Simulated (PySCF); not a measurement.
**A gas-phase reaction: FH3OSi + Cl2 → ClFH2OSi + ClH**

Aim: the reaction energy of `O[SiH2]F` + `ClCl` → `O[SiH](F)Cl` + `Cl`.

Programs: PySCF 2.14.0. All values are calculated, for the isolated system unless a continuum is named. Atoms count from 0, parts from 1.

## (1) Starting point

Each species was relaxed by itself at PBE0-D3(BJ)/def2-SVPD.

## (2) Energies of the species: wB97M-D3(BJ)/def2-TZVPD

The job: settings as JSON, then the geometry in Å.

```
{"job": {"kind": "react", "xc": "wB97M-D3(BJ)", "basis": "def2-TZVPD"}, "charge": 0, "multiplicity": 1}
-1 FH3OSi charge 0 multiplicity 1
O      1.193240     0.051340    -0.454070
Si    -0.398290    -0.126830    -0.031960
F     -1.083300     1.331360     0.251140
H      1.829680     0.314520     0.214660
H     -1.075920    -0.722990    -1.203240
H     -0.548680    -0.892200     1.232600

-1 Cl2 charge 0 multiplicity 1
Cl     1.014630    -0.009880     0.001060
Cl    -1.014690     0.012280    -0.001660

+1 ClFH2OSi charge 0 multiplicity 1
O     -1.116350    -0.190500    -0.551930
Si     0.375340     0.280270    -0.058590
F      0.306110     0.958580     1.414440
Cl     1.644410    -1.329230     0.126580
H     -1.579950    -0.896580    -0.094200
H      0.892720     1.261610    -1.022370

+1 ClH charge 0 multiplicity 1
Cl     0.644660    -0.008600     0.001650
H     -0.643430     0.009740    -0.000580
```

Method: wB97M-D3(BJ)/def2-TZVPD reaction energy of separated species, gas phase.

The run is started by

```
> OMP_NUM_THREADS=1 python cluster_run.py task.json out
```

One launch serves the whole session: the jobs run in the order shown.

Log:

```text
species 1 (FH3OSi)
coarse grid: 24312 points
cycle   1  E = -466.5179970395  dE =  6.549e-02  |g| = 8.107e-01  |ddm| = 1.742e+00
cycle   2  E = -466.4982132491  dE =  1.978e-02  |g| = 9.507e-01  |ddm| = 8.434e-01
cycle   3  E = -466.6345417531  dE = -1.363e-01  |g| = 3.361e-02  |ddm| = 4.227e-01
cycle   4  E = -466.6348101570  dE = -2.684e-04  |g| = 9.839e-03  |ddm| = 4.628e-02
cycle   5  E = -466.6348352956  dE = -2.514e-05  |g| = 1.973e-03  |ddm| = 1.361e-02
cycle   6  E = -466.6348362281  dE = -9.324e-07  |g| = 1.002e-03  |ddm| = 3.315e-03
final grid: 50856 points
cycle   7  E = -466.6348249656  dE = -8.774e-08  |g| = 1.180e-03  |ddm| = 1.756e-03
cycle   8  E = -466.6348248931  dE =  7.249e-08  |g| = 1.404e-03  |ddm| = 1.049e-03
cycle   9  E = -466.6348251647  dE = -2.716e-07  |g| = 2.631e-05  |ddm| = 5.419e-04
cycle  10  E = -466.6348251651  dE = -3.461e-10  |g| = 1.260e-05  |ddm| = 4.934e-05
converged SCF energy = -466.6348251651

species 2 (Cl2)
coarse grid: 12632 points
cycle   1  E = -920.4762353675  dE =  6.389e-02  |g| = 2.472e-01  |ddm| = 1.180e+00
cycle   2  E = -920.4854153767  dE = -9.180e-03  |g| = 1.551e-01  |ddm| = 2.411e-01
cycle   3  E = -920.4902180845  dE = -4.803e-03  |g| = 1.247e-02  |ddm| = 9.692e-02
cycle   4  E = -920.4902875016  dE = -6.942e-05  |g| = 2.486e-03  |ddm| = 1.204e-02
cycle   5  E = -920.4902918574  dE = -4.356e-06  |g| = 2.986e-04  |ddm| = 3.875e-03
final grid: 23496 points
cycle   6  E = -920.4902478159  dE = -4.825e-08  |g| = 9.195e-05  |ddm| = 4.974e-04
cycle   7  E = -920.4902478194  dE = -3.542e-09  |g| = 4.808e-05  |ddm| = 1.125e-04
cycle   8  E = -920.4902478200  dE = -6.198e-10  |g| = 1.456e-05  |ddm| = 4.223e-05
converged SCF energy = -920.4902478200

species 3 (ClFH2OSi)
coarse grid: 28152 points
cycle   1  E = -926.2380115474  dE =  3.107e-01  |g| = 8.293e-01  |ddm| = 1.881e+00
cycle   2  E = -926.2312489282  dE =  6.763e-03  |g| = 9.377e-01  |ddm| = 9.448e-01
cycle   3  E = -926.3644878369  dE = -1.332e-01  |g| = 4.986e-02  |ddm| = 4.687e-01
cycle   4  E = -926.3650122299  dE = -5.244e-04  |g| = 2.267e-02  |ddm| = 6.612e-02
cycle   5  E = -926.3651206730  dE = -1.084e-04  |g| = 3.813e-03  |ddm| = 2.066e-02
cycle   6  E = -926.3651258681  dE = -5.195e-06  |g| = 7.112e-04  |ddm| = 7.041e-03
final grid: 57232 points
cycle   7  E = -926.3650637426  dE = -3.563e-07  |g| = 4.387e-04  |ddm| = 2.416e-03
cycle   8  E = -926.3650637684  dE = -2.582e-08  |g| = 4.447e-04  |ddm| = 6.713e-04
cycle   9  E = -926.3650638011  dE = -3.268e-08  |g| = 5.788e-05  |ddm| = 2.215e-04
cycle  10  E = -926.3650638032  dE = -2.099e-09  |g| = 2.519e-05  |ddm| = 1.225e-04
cycle  11  E = -926.3650638034  dE = -2.342e-10  |g| = 6.525e-06  |ddm| = 3.529e-05
converged SCF energy = -926.3650638034

species 4 (ClH)
coarse grid: 8792 points
cycle   1  E = -460.8503330250  dE = -8.165e-02  |g| = 2.169e-01  |ddm| = 7.239e-01
cycle   2  E = -460.8625126443  dE = -1.218e-02  |g| = 1.397e-01  |ddm| = 2.651e-01
cycle   3  E = -460.8670521188  dE = -4.539e-03  |g| = 1.358e-02  |ddm| = 9.818e-02
cycle   4  E = -460.8670932022  dE = -4.108e-05  |g| = 3.364e-03  |ddm| = 9.545e-03
cycle   5  E = -460.8670994507  dE = -6.249e-06  |g| = 8.516e-04  |ddm| = 3.915e-03
final grid: 17120 points
cycle   6  E = -460.8670681599  dE = -3.715e-07  |g| = 3.676e-04  |ddm| = 8.890e-04
cycle   7  E = -460.8670682062  dE = -4.627e-08  |g| = 1.618e-04  |ddm| = 3.981e-04
cycle   8  E = -460.8670682128  dE = -6.573e-09  |g| = 4.221e-05  |ddm| = 1.295e-04
cycle   9  E = -460.8670682141  dE = -1.315e-09  |g| = 3.972e-06  |ddm| = 6.531e-05
cycle  10  E = -460.8670682141  dE = -4.547e-12  |g| = 8.165e-07  |ddm| = 3.312e-06
converged SCF energy = -460.8670682141

Reaction energy = -67.597 kcal/mol
```

It took 25 s on 1 thread of Arm Neoverse N1, shared host; peak memory 0.61 GiB.

Species by species (with the dispersion term, which the log's SCF energies lack):

```csv
ν,species,energy (Eh),HOMO (eV)
-1,O[SiH2]F,-466.63884,-11.86
-1,ClCl,-920.49147,-11.18
+1,O[SiH](F)Cl,-926.37042,-11.99
+1,Cl,-460.86761,-11.93
```

## (3) Energies of the species: PBE0-D3(BJ)/def2-TZVPD

Settings changed since step 2:

```diff
@@ -1,2 +1,2 @@
-{"job": {"kind": "react", "xc": "wB97M-D3(BJ)", "basis": "def2-TZVPD"}, "charge": 0, "multiplicity": 1}
+{"job": {"kind": "react", "xc": "PBE0", "basis": "def2-TZVPD", "disp": "d3bj"}, "charge": 0, "multiplicity": 1}
 -1 FH3OSi charge 0 multiplicity 1
```

Method: PBE0-D3(BJ)/def2-TZVPD reaction energy of separated species, gas phase.

Log:

```text
species 1 (FH3OSi)
coarse grid: 5656 points
cycle   1  E = -466.1393845404  dE =  1.352e-01  |g| = 8.526e-01  |ddm| = 1.801e+00
cycle   2  E = -465.9290947307  dE =  2.103e-01  |g| = 1.398e+00  |ddm| = 1.090e+00
cycle   3  E = -466.2601341026  dE = -3.310e-01  |g| = 5.196e-02  |ddm| = 7.007e-01
cycle   4  E = -466.2604667887  dE = -3.327e-04  |g| = 3.836e-02  |ddm| = 4.927e-02
cycle   5  E = -466.2606818153  dE = -2.150e-04  |g| = 9.162e-03  |ddm| = 2.017e-02
cycle   6  E = -466.2606942447  dE = -1.243e-05  |g| = 8.977e-04  |ddm| = 4.769e-03
cycle   7  E = -466.2606944155  dE = -1.708e-07  |g| = 1.312e-04  |ddm| = 8.511e-04
final grid: 50856 points
cycle   8  E = -466.2625642434  dE = -2.158e-05  |g| = 4.072e-03  |ddm| = 1.559e-02
cycle   9  E = -466.2625603886  dE =  3.855e-06  |g| = 6.241e-03  |ddm| = 4.673e-03
cycle  10  E = -466.2625666526  dE = -6.264e-06  |g| = 3.161e-04  |ddm| = 2.964e-03
cycle  11  E = -466.2625666678  dE = -1.523e-08  |g| = 4.471e-05  |ddm| = 1.941e-04
cycle  12  E = -466.2625666680  dE = -2.080e-10  |g| = 7.836e-06  |ddm| = 3.354e-05
converged SCF energy = -466.2625666680

species 2 (Cl2)
coarse grid: 3248 points
cycle   1  E = -920.0848708126  dE =  1.015e-01  |g| = 1.608e-01  |ddm| = 1.191e+00
cycle   2  E = -920.0872212752  dE = -2.350e-03  |g| = 8.738e-02  |ddm| = 1.235e-01
cycle   3  E = -920.0886041387  dE = -1.383e-03  |g| = 3.229e-02  |ddm| = 7.027e-02
cycle   4  E = -920.0888552670  dE = -2.511e-04  |g| = 5.428e-04  |ddm| = 2.039e-02
cycle   5  E = -920.0888553763  dE = -1.093e-07  |g| = 2.230e-04  |ddm| = 9.351e-04
final grid: 23496 points
cycle   6  E = -920.0901489580  dE = -8.697e-06  |g| = 2.709e-03  |ddm| = 7.422e-03
cycle   7  E = -920.0901493914  dE = -4.334e-07  |g| = 1.504e-03  |ddm| = 3.012e-03
cycle   8  E = -920.0901496306  dE = -2.391e-07  |g| = 1.103e-04  |ddm| = 1.207e-03
cycle   9  E = -920.0901496332  dE = -2.590e-09  |g| = 4.179e-05  |ddm| = 9.872e-05
cycle  10  E = -920.0901496336  dE = -4.018e-10  |g| = 3.006e-06  |ddm| = 2.417e-05
converged SCF energy = -920.0901496336

species 3 (ClFH2OSi)
coarse grid: 6664 points
cycle   1  E = -925.6653038511  dE =  3.530e-01  |g| = 8.595e-01  |ddm| = 1.963e+00
cycle   2  E = -925.4822978334  dE =  1.830e-01  |g| = 1.356e+00  |ddm| = 1.180e+00
cycle   3  E = -925.7885467848  dE = -3.062e-01  |g| = 7.646e-02  |ddm| = 7.472e-01
cycle   4  E = -925.7896049080  dE = -1.058e-03  |g| = 4.009e-02  |ddm| = 9.049e-02
cycle   5  E = -925.7898953511  dE = -2.904e-04  |g| = 9.309e-03  |ddm| = 3.020e-02
cycle   6  E = -925.7899079616  dE = -1.261e-05  |g| = 4.016e-03  |ddm| = 6.761e-03
cycle   7  E = -925.7899103203  dE = -2.359e-06  |g| = 7.656e-04  |ddm| = 2.189e-03
final grid: 57232 points
cycle   8  E = -925.7932991253  dE = -2.778e-05  |g| = 4.987e-03  |ddm| = 2.022e-02
cycle   9  E = -925.7932944295  dE =  4.696e-06  |g| = 6.968e-03  |ddm| = 6.487e-03
cycle  10  E = -925.7933027852  dE = -8.356e-06  |g| = 7.472e-04  |ddm| = 3.958e-03
cycle  11  E = -925.7933028646  dE = -7.936e-08  |g| = 1.753e-04  |ddm| = 4.948e-04
cycle  12  E = -925.7933028717  dE = -7.119e-09  |g| = 4.646e-05  |ddm| = 1.728e-04
cycle  13  E = -925.7933028722  dE = -4.404e-10  |g| = 1.420e-05  |ddm| = 2.918e-05
converged SCF energy = -925.7933028722

species 4 (ClH)
coarse grid: 2248 points
cycle   1  E = -460.6537836068  dE = -4.644e-02  |g| = 1.882e-01  |ddm| = 7.411e-01
cycle   2  E = -460.6558523099  dE = -2.069e-03  |g| = 1.902e-01  |ddm| = 3.151e-01
cycle   3  E = -460.6653813072  dE = -9.529e-03  |g| = 1.506e-02  |ddm| = 1.513e-01
cycle   4  E = -460.6654033645  dE = -2.206e-05  |g| = 2.693e-03  |ddm| = 7.323e-03
cycle   5  E = -460.6654049123  dE = -1.548e-06  |g| = 1.111e-03  |ddm| = 2.553e-03
final grid: 17120 points
cycle   6  E = -460.6658902766  dE = -4.429e-06  |g| = 2.164e-03  |ddm| = 7.336e-03
cycle   7  E = -460.6658903060  dE = -2.947e-08  |g| = 1.795e-03  |ddm| = 2.512e-03
cycle   8  E = -460.6658909238  dE = -6.178e-07  |g| = 1.533e-04  |ddm| = 1.363e-03
cycle   9  E = -460.6658909307  dE = -6.902e-09  |g| = 2.147e-05  |ddm| = 1.086e-04
cycle  10  E = -460.6658909308  dE = -9.840e-11  |g| = 4.934e-06  |ddm| = 1.681e-05
converged SCF energy = -460.6658909308

Reaction energy = -67.257 kcal/mol
```

Run time: 13 s. Hardware: 1 thread of Arm Neoverse N1, shared host; peak memory 0.58 GiB.

Reaction energy at this level: -67.26 kcal/mol.

## (4) Energies of the species: MP2/def2-TZVPD

Settings changed since step 3:

```diff
@@ -1,2 +1,2 @@
-{"job": {"kind": "react", "xc": "PBE0", "basis": "def2-TZVPD", "disp": "d3bj"}, "charge": 0, "multiplicity": 1}
+{"job": {"kind": "react", "xc": "MP2", "basis": "def2-TZVPD"}, "charge": 0, "multiplicity": 1}
 -1 FH3OSi charge 0 multiplicity 1
```

With the program's defaults for keys left out, this is: MP2/def2-TZVPD reaction energy of separated species, gas phase.

Log:

```text
species 1 (FH3OSi)
final grid: 50856 points
cycle   1  E = -465.1045587190  dE = -6.376e-02  |g| = 6.555e-01  |ddm| = 1.704e+00
cycle   2  E = -465.1646035918  dE = -6.004e-02  |g| = 4.126e-01  |ddm| = 5.105e-01
cycle   3  E = -465.1899075897  dE = -2.530e-02  |g| = 4.231e-02  |ddm| = 1.974e-01
cycle   4  E = -465.1904981118  dE = -5.905e-04  |g| = 8.603e-03  |ddm| = 5.635e-02
cycle   5  E = -465.1905253314  dE = -2.722e-05  |g| = 1.878e-03  |ddm| = 1.415e-02
cycle   6  E = -465.1905265853  dE = -1.254e-06  |g| = 7.529e-04  |ddm| = 2.951e-03
cycle   7  E = -465.1905267498  dE = -1.644e-07  |g| = 2.601e-04  |ddm| = 7.445e-04
cycle   8  E = -465.1905267759  dE = -2.616e-08  |g| = 5.920e-05  |ddm| = 2.915e-04
cycle   9  E = -465.1905267781  dE = -2.117e-09  |g| = 1.166e-05  |ddm| = 1.048e-04
cycle  10  E = -465.1905267781  dE = -7.913e-11  |g| = 2.384e-06  |ddm| = 2.192e-05
converged SCF energy = -465.1905267781

species 2 (Cl2)
final grid: 23496 points
cycle   1  E = -918.9653263971  dE =  6.012e-02  |g| = 2.590e-01  |ddm| = 1.186e+00
cycle   2  E = -918.9802786221  dE = -1.495e-02  |g| = 1.127e-01  |ddm| = 2.120e-01
cycle   3  E = -918.9828571254  dE = -2.579e-03  |g| = 1.988e-02  |ddm| = 7.487e-02
cycle   4  E = -918.9830779795  dE = -2.209e-04  |g| = 4.253e-03  |ddm| = 2.065e-02
cycle   5  E = -918.9830900857  dE = -1.211e-05  |g| = 7.297e-04  |ddm| = 5.118e-03
cycle   6  E = -918.9830903032  dE = -2.175e-07  |g| = 1.518e-04  |ddm| = 6.808e-04
cycle   7  E = -918.9830903124  dE = -9.228e-09  |g| = 2.307e-05  |ddm| = 1.886e-04
cycle   8  E = -918.9830903127  dE = -2.526e-10  |g| = 2.990e-06  |ddm| = 4.639e-05
converged SCF energy = -918.9830903127

species 3 (ClFH2OSi)
final grid: 57232 points
cycle   1  E = -924.0907943769  dE =  2.221e-01  |g| = 6.806e-01  |ddm| = 1.846e+00
cycle   2  E = -924.1592568938  dE = -6.846e-02  |g| = 4.139e-01  |ddm| = 5.988e-01
cycle   3  E = -924.1857687386  dE = -2.651e-02  |g| = 4.590e-02  |ddm| = 2.290e-01
cycle   4  E = -924.1864414163  dE = -6.727e-04  |g| = 1.306e-02  |ddm| = 6.400e-02
cycle   5  E = -924.1864992455  dE = -5.783e-05  |g| = 3.483e-03  |ddm| = 1.694e-02
cycle   6  E = -924.1865048125  dE = -5.567e-06  |g| = 9.894e-04  |ddm| = 5.235e-03
cycle   7  E = -924.1865055648  dE = -7.523e-07  |g| = 2.989e-04  |ddm| = 1.686e-03
cycle   8  E = -924.1865056226  dE = -5.789e-08  |g| = 1.296e-04  |ddm| = 4.501e-04
cycle   9  E = -924.1865056278  dE = -5.194e-09  |g| = 2.450e-05  |ddm| = 1.288e-04
cycle  10  E = -924.1865056282  dE = -3.429e-10  |g| = 5.152e-06  |ddm| = 4.508e-05
converged SCF energy = -924.1865056282

species 4 (ClH)
final grid: 17120 points
cycle   1  E = -460.0817348365  dE = -1.009e-01  |g| = 2.132e-01  |ddm| = 7.101e-01
cycle   2  E = -460.0969049875  dE = -1.517e-02  |g| = 8.401e-02  |ddm| = 2.053e-01
cycle   3  E = -460.0986383778  dE = -1.733e-03  |g| = 1.826e-02  |ddm| = 5.472e-02
cycle   4  E = -460.0988469453  dE = -2.086e-04  |g| = 6.315e-03  |ddm| = 1.638e-02
cycle   5  E = -460.0988769453  dE = -3.000e-05  |g| = 1.289e-03  |ddm| = 7.398e-03
cycle   6  E = -460.0988781615  dE = -1.216e-06  |g| = 2.808e-04  |ddm| = 1.659e-03
cycle   7  E = -460.0988782147  dE = -5.327e-08  |g| = 4.150e-05  |ddm| = 4.895e-04
cycle   8  E = -460.0988782155  dE = -7.319e-10  |g| = 7.806e-06  |ddm| = 6.177e-05
converged SCF energy = -460.0988782155

Reaction energy = -70.966 kcal/mol
```

Run time: 6.4 s. Hardware: 1 thread of Arm Neoverse N1, shared host; peak memory 0.45 GiB.

Reaction energy at this level: -70.97 kcal/mol.

## (5) Side by side

Energies in kcal/mol, with wall time:

```csv
run,reaction,time
wB97M-D3(BJ)/def2-TZVPD,-67.60,25 s
PBE0-D3(BJ)/def2-TZVPD,-67.26,13 s
MP2/def2-TZVPD,-70.97,6.4 s
```

## (6) Outcome

```
                                                quantity                      value
               reaction energy (wB97M-D3(BJ)/def2-TZVPD)            -67.60 kcal/mol
                     ΔH, ΔG at 298 K (xTB thermal terms)      -68.1, -67.9 kcal/mol
range of the reaction energy over the runs of this table  -70.97 to -67.26 kcal/mol
```

The reaction is exothermic by 68.1 kcal/mol in the gas phase; dispersion gives -0.42, and xTB itself gave -33.56 for the electronic energy (xTB energies and thermal terms come from the earlier relaxation of each species, not shown). No barrier was sought. xTB and this level differ widely in the electronic energy, so what comes from xTB (the thermal terms above all) is less safe here. The reaction energy runs from -70.97 (MP2/def2-TZVPD) to -67.26 kcal/mol (PBE0-D3(BJ)/def2-TZVPD).
